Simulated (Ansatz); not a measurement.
# LiPb (R-3m): all-electron equation of state from a Python script

Where is the equilibrium volume of LiPb (R-3m) with all electrons, and how stiff is it? Wanted for LiPb (R-3m): an all-electron equation of state.

Computed with the Python package of Ansatz 0.2.0. Level of theory: DFT PBEsol, all-electron LAPW.

### 1 The system

The structure is trigonal, space group R-3m (No. 166). The conventional cell has a = 4.987 Å, b = 4.987 Å, c = 6.188 Å, α = 90.00°, β = 90.00°, γ = 120.00°. Li (site symmetry -3m) has 8 Pb at 3.06 to 3.09 Å as nearest neighbours. Around Pb (site symmetry -3m) lie 8 Li at 3.06 to 3.09 Å.

The script holds or builds the structure itself.

### 2 The code

The input, run_eos_lapw.py:

```python
"""All-electron equation of state of LiPb."""

import warnings

import ansatz as az
from ase.eos import EquationOfState
from ase.units import GPa
import numpy as np

VECTORS = np.array([
    [2.4935, 1.43962, 2.06267],
    [-2.4935, 1.43962, 2.06267],
    [0.0, -2.87925, 2.06267],
])
SITES = [
    ("Li", [0.5, 0.5, 0.5]),
    ("Pb", [0.0, 0.0, 0.0]),
]


def crystal_on(cell):
    crystal = az.Crystal(lattice=az.Lattice.of(cell))
    for symbol, position in SITES:
        crystal = crystal.atom(symbol, position)
    return crystal

warnings.simplefilter("ignore", az.DeckWarning)

volumes, energies = [], []
for scale in np.linspace(0.94, 1.06, 5):
    cell = VECTORS * scale ** (1 / 3)
    base = crystal_on(cell).calculation()
    base = base.occupations(az.OccupationsMethod.FERMI_DIRAC, width=0.3)
    base = base.mixing("broyden", beta=0.7).functional("PBEsol")
    base = base.scf(tolerance=1e-06, max_iterations=80).kpoints(8, 8, 8)
    base = base.pseudopotentials("all_electron", lapw=True, basis_error=0.001)
    r = base.run(threads=1).report
    volumes.append(abs(np.linalg.det(cell)) / len(SITES))
    energies.append(r["free_energy_ev"] / len(SITES))
    print(f"{scale:.3f} {volumes[-1]:9.4f} A^3/atom {energies[-1]:16.5f} eV/atom  (estimated basis error {1000 * r['lapw_basis_errors']['total_ev_per_atom']:.2f} meV/atom)")
v0, e0, bulk = EquationOfState(volumes, energies, eos="birchmurnaghan").fit()
print(f"V0 = {v0:.4f} A^3/atom, B0 = {bulk / GPa:.1f} GPa")
```

### 3 The calls as engine input

The package turns the script's settings into the engine's input (first run):

```yaml
crystal:
  lattice:
    - [2.4425979620822527, 1.4102317538290965, 2.020562878864327]
    - [-2.4425979620822527, 1.4102317538290965, 2.020562878864327]
    - [0.0, -2.82047330351928, 2.020562878864327]
  atoms:
    - { symbol: Li, position: [0.5, 0.5, 0.5] }
    - { symbol: Pb, position: [0.0, 0.0, 0.0] }
kpoints:
  mp_grid:
    grid: [8, 8, 8]
hamiltonian:
  xc: pbesol
  pseudopotentials:
    kind: all_electron
    lapw:
      basis_error: 0.001
scf:
  max_iter: 80
  convergence:
    dr2_threshold: 1.0e-06
  mixing:
    algorithm: broyden
    beta: 0.7
  occupations:
    method: fermi_dirac
    width: 0.3
```

### 4 Running it

Started as:

```bash
$ python run_eos_lapw.py
```

**Question.** Where does the minimum lie against the volume typed, and how stiff is the crystal?

The runs gave:

```
                      quantity           value
                 runs compared               5
               range of energy  10.68 meV/atom
lowest point, volume (Å³/atom)          22.213
      equilibrium volume (fit)   21.94 Å³/atom
            bulk modulus (fit)          34 GPa
```

A third-order Birch-Murnaghan fit through the 5 points has its minimum at 21.94 Å³ an atom, 1.2 % below the typed cell, with a bulk modulus of 34 GPa and dB/dP = 4.4. From that minimum the energy rises by 6.0 meV an atom on the compressed side and 11.0 meV on the expanded side. Reading the output:
- Shape and fractional positions are held along the curve, so the bulk modulus is an upper value where they are free to relax.
- For a metal this k-point mesh is coarse: on a finer one energies can move by several to tens of meV an atom and pressures by half a GPa or more, differences at one mesh by less.
- The smearing is wide enough that free energy and stress hold a thermal part of the electrons.
- Spin-orbit coupling, which matters for elements this heavy, is left out.
